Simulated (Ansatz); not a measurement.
Born–Oppenheimer molecular dynamics of a periodic cell of 32 atoms, LiB$_{3}$ (host LiB3, host structure P4/mbm). It starts from an unrelaxed structure (largest force component 0.39 eV/Å).

Theory: DFT PBEsol, scalar-relativistic, plane waves, PAW (Ansatz 0.2.0). Settings: cutoff 420 eV, k mesh 2x2x1, fermi-dirac smearing 0.05 eV, no spin polarisation.

```json
{
  "ensemble": "NVT, Nosé–Hoover chain",
  "time step": "1 fs",
  "steps asked": "200",
  "set temperature": "700 K",
  "starting velocities": "zero",
  "thermostat": "time constant 100 fs, chain length 1",
  "seed": "874613"
}
```

Frames 2 fs apart, positions in Å.

Velocities at 130.0 fs (Å/ps):

```
Li -1.86 -1.86 0.00
Li 1.86 1.86 0.00
Li 1.86 -1.86 0.00
Li -1.86 1.86 0.00
B 0.00 0.00 -0.88
B 0.00 0.00 -0.88
B 0.00 0.00 0.88
B 0.00 0.00 0.88
B 0.80 0.61 0.00
B -0.80 -0.61 0.00
B -0.80 0.61 0.00
B 0.80 -0.61 0.00
B 0.61 -0.80 0.00
B -0.61 0.80 0.00
B 0.61 0.80 0.00
B -0.61 -0.80 0.00
Li -1.86 -1.86 0.00
Li 1.86 1.86 0.00
Li 1.86 -1.86 0.00
Li -1.86 1.86 0.00
B 0.00 0.00 -0.88
B 0.00 0.00 -0.88
B 0.00 0.00 0.88
B 0.00 0.00 0.88
B 0.80 0.61 0.00
B -0.80 -0.61 0.00
B -0.80 0.61 0.00
B 0.80 -0.61 0.00
B 0.61 -0.80 0.00
B -0.61 0.80 0.00
B 0.61 0.80 0.00
B -0.61 -0.80 0.00
```

```xyz
32
Lattice="6.0155 0.0000 0.0000 0.0000 6.0155 0.0000 0.0000 0.0000 8.3649" Properties=species:S:1:pos:R:3 time_fs=130.0 energy_less_start_eV=0.025 T=8
Li 1.182 4.189 2.091
Li 4.834 1.826 2.091
Li 1.826 1.182 2.091
Li 4.189 4.834 2.091
B 3.008 3.008 2.965
B 0.000 0.000 2.965
B 3.008 3.008 1.218
B 0.000 0.000 1.218
B 3.901 3.887 0.000
B 2.114 2.128 0.000
B 5.122 0.880 0.000
B 0.893 5.136 0.000
B 3.887 2.114 0.000
B 2.128 3.901 0.000
B 0.880 0.893 0.000
B 5.136 5.122 0.000
Li 1.182 4.189 6.274
Li 4.834 1.826 6.274
Li 1.826 1.182 6.274
Li 4.189 4.834 6.274
B 3.008 3.008 7.147
B 0.000 0.000 7.147
B 3.008 3.008 5.400
B 0.000 0.000 5.400
B 3.901 3.887 4.183
B 2.114 2.128 4.183
B 5.122 0.880 4.183
B 0.893 5.136 4.183
B 3.887 2.114 4.183
B 2.128 3.901 4.183
B 0.880 0.893 4.183
B 5.136 5.122 4.183
32
Lattice="6.0155 0.0000 0.0000 0.0000 6.0155 0.0000 0.0000 0.0000 8.3649" Properties=species:S:1:pos:R:3 time_fs=132.0 energy_less_start_eV=0.011 T=12
Li 1.178 4.186 2.091
Li 4.838 1.830 2.091
Li 1.830 1.178 2.091
Li 4.186 4.838 2.091
B 3.008 3.008 2.962
B 0.000 0.000 2.962
B 3.008 3.008 1.220
B 0.000 0.000 1.220
B 3.903 3.889 0.000
B 2.112 2.127 0.000
B 5.120 0.881 0.000
B 0.896 5.134 0.000
B 3.889 2.112 0.000
B 2.127 3.903 0.000
B 0.881 0.896 0.000
B 5.134 5.120 0.000
Li 1.178 4.186 6.274
Li 4.838 1.830 6.274
Li 1.830 1.178 6.274
Li 4.186 4.838 6.274
B 3.008 3.008 7.145
B 0.000 0.000 7.145
B 3.008 3.008 5.402
B 0.000 0.000 5.402
B 3.903 3.889 4.183
B 2.112 2.127 4.183
B 5.120 0.881 4.183
B 0.896 5.134 4.183
B 3.889 2.112 4.183
B 2.127 3.903 4.183
B 0.881 0.896 4.183
B 5.134 5.120 4.183
32
Lattice="6.0155 0.0000 0.0000 0.0000 6.0155 0.0000 0.0000 0.0000 8.3649" Properties=species:S:1:pos:R:3 time_fs=134.0 energy_less_start_eV=0.003 T=15
Li 1.174 4.182 2.091
Li 4.842 1.834 2.091
Li 1.834 1.174 2.091
Li 4.182 4.842 2.091
B 3.008 3.008 2.960
B 0.000 0.000 2.960
B 3.008 3.008 1.222
B 0.000 0.000 1.222
B 3.906 3.891 0.000
B 2.109 2.125 0.000
B 5.117 0.883 0.000
B 0.898 5.132 0.000
B 3.891 2.109 0.000
B 2.125 3.906 0.000
B 0.883 0.898 0.000
B 5.132 5.117 0.000
Li 1.174 4.182 6.274
Li 4.842 1.834 6.274
Li 1.834 1.174 6.274
Li 4.182 4.842 6.274
B 3.008 3.008 7.143
B 0.000 0.000 7.143
B 3.008 3.008 5.405
B 0.000 0.000 5.405
B 3.906 3.891 4.183
B 2.109 2.125 4.183
B 5.117 0.883 4.183
B 0.898 5.132 4.183
B 3.891 2.109 4.183
B 2.125 3.906 4.183
B 0.883 0.898 4.183
B 5.132 5.117 4.183
32
Lattice="6.0155 0.0000 0.0000 0.0000 6.0155 0.0000 0.0000 0.0000 8.3649" Properties=species:S:1:pos:R:3 time_fs=136.0 energy_less_start_eV=0.007 T=15
Li 1.170 4.178 2.091
Li 4.846 1.838 2.091
Li 1.838 1.170 2.091
Li 4.178 4.846 2.091
B 3.008 3.008 2.958
B 0.000 0.000 2.958
B 3.008 3.008 1.224
B 0.000 0.000 1.224
B 3.909 3.893 0.000
B 2.106 2.123 0.000
B 5.114 0.885 0.000
B 0.902 5.131 0.000
B 3.893 2.106 0.000
B 2.123 3.909 0.000
B 0.885 0.902 0.000
B 5.131 5.114 0.000
Li 1.170 4.178 6.274
Li 4.846 1.838 6.274
Li 1.838 1.170 6.274
Li 4.178 4.846 6.274
B 3.008 3.008 7.140
B 0.000 0.000 7.140
B 3.008 3.008 5.407
B 0.000 0.000 5.407
B 3.909 3.893 4.183
B 2.106 2.123 4.183
B 5.114 0.885 4.183
B 0.902 5.131 4.183
B 3.893 2.106 4.183
B 2.123 3.909 4.183
B 0.885 0.902 4.183
B 5.131 5.114 4.183
32
Lattice="6.0155 0.0000 0.0000 0.0000 6.0155 0.0000 0.0000 0.0000 8.3649" Properties=species:S:1:pos:R:3 time_fs=138.0 energy_less_start_eV=0.019 T=12
Li 1.165 4.173 2.091
Li 4.850 1.842 2.091
Li 1.842 1.165 2.091
Li 4.173 4.850 2.091
B 3.008 3.008 2.957
B 0.000 0.000 2.957
B 3.008 3.008 1.226
B 0.000 0.000 1.226
B 3.913 3.894 0.000
B 2.103 2.122 0.000
B 5.111 0.886 0.000
B 0.905 5.129 0.000
B 3.894 2.103 0.000
B 2.122 3.913 0.000
B 0.886 0.905 0.000
B 5.129 5.111 0.000
Li 1.165 4.173 6.274
Li 4.850 1.842 6.274
Li 1.842 1.165 6.274
Li 4.173 4.850 6.274
B 3.008 3.008 7.139
B 0.000 0.000 7.139
B 3.008 3.008 5.409
B 0.000 0.000 5.409
B 3.913 3.894 4.183
B 2.103 2.122 4.183
B 5.111 0.886 4.183
B 0.905 5.129 4.183
B 3.894 2.103 4.183
B 2.122 3.913 4.183
B 0.886 0.905 4.183
B 5.129 5.111 4.183
32
Lattice="6.0155 0.0000 0.0000 0.0000 6.0155 0.0000 0.0000 0.0000 8.3649" Properties=species:S:1:pos:R:3 time_fs=140.0 energy_less_start_eV=0.029 T=10
Li 1.161 4.169 2.091
Li 4.854 1.847 2.091
Li 1.847 1.161 2.091
Li 4.169 4.854 2.091
B 3.008 3.008 2.956
B 0.000 0.000 2.956
B 3.008 3.008 1.226
B 0.000 0.000 1.226
B 3.915 3.894 0.000
B 2.100 2.121 0.000
B 5.108 0.886 0.000
B 0.908 5.129 0.000
B 3.894 2.100 0.000
B 2.121 3.915 0.000
B 0.886 0.908 0.000
B 5.129 5.108 0.000
Li 1.161 4.169 6.274
Li 4.854 1.847 6.274
Li 1.847 1.161 6.274
Li 4.169 4.854 6.274
B 3.008 3.008 7.138
B 0.000 0.000 7.138
B 3.008 3.008 5.409
B 0.000 0.000 5.409
B 3.915 3.894 4.183
B 2.100 2.121 4.183
B 5.108 0.886 4.183
B 0.908 5.129 4.183
B 3.894 2.100 4.183
B 2.121 3.915 4.183
B 0.886 0.908 4.183
B 5.129 5.108 4.183
32
Lattice="6.0155 0.0000 0.0000 0.0000 6.0155 0.0000 0.0000 0.0000 8.3649" Properties=species:S:1:pos:R:3 time_fs=142.0 energy_less_start_eV=0.029 T=11
Li 1.156 4.164 2.091
Li 4.859 1.851 2.091
Li 1.851 1.156 2.091
Li 4.164 4.859 2.091
B 3.008 3.008 2.957
B 0.000 0.000 2.957
B 3.008 3.008 1.226
B 0.000 0.000 1.226
B 3.917 3.893 0.000
B 2.098 2.122 0.000
B 5.106 0.885 0.000
B 0.909 5.130 0.000
B 3.893 2.098 0.000
B 2.122 3.917 0.000
B 0.885 0.909 0.000
B 5.130 5.106 0.000
Li 1.156 4.164 6.274
Li 4.859 1.851 6.274
Li 1.851 1.156 6.274
Li 4.164 4.859 6.274
B 3.008 3.008 7.139
B 0.000 0.000 7.139
B 3.008 3.008 5.408
B 0.000 0.000 5.408
B 3.917 3.893 4.183
B 2.098 2.122 4.183
B 5.106 0.885 4.183
B 0.909 5.130 4.183
B 3.893 2.098 4.183
B 2.122 3.917 4.183
B 0.885 0.909 4.183
B 5.130 5.106 4.183
```

Of the whole run (200 fs, mean temperature of the second half 28 K): The conserved energy stayed within 0.019 meV per atom of its start (net change 0.012 meV per atom), so the integration is sound. The mean temperature of the second half is 96 % below the set value. A run of 0.2 ps of so small a system gives no equilibrium averages. Limits of this set-up: coarse k mesh.

Time of the run: 9.1 min on 1 thread of Arm Neoverse V2 (shared host), peak memory 0.58 GiB.
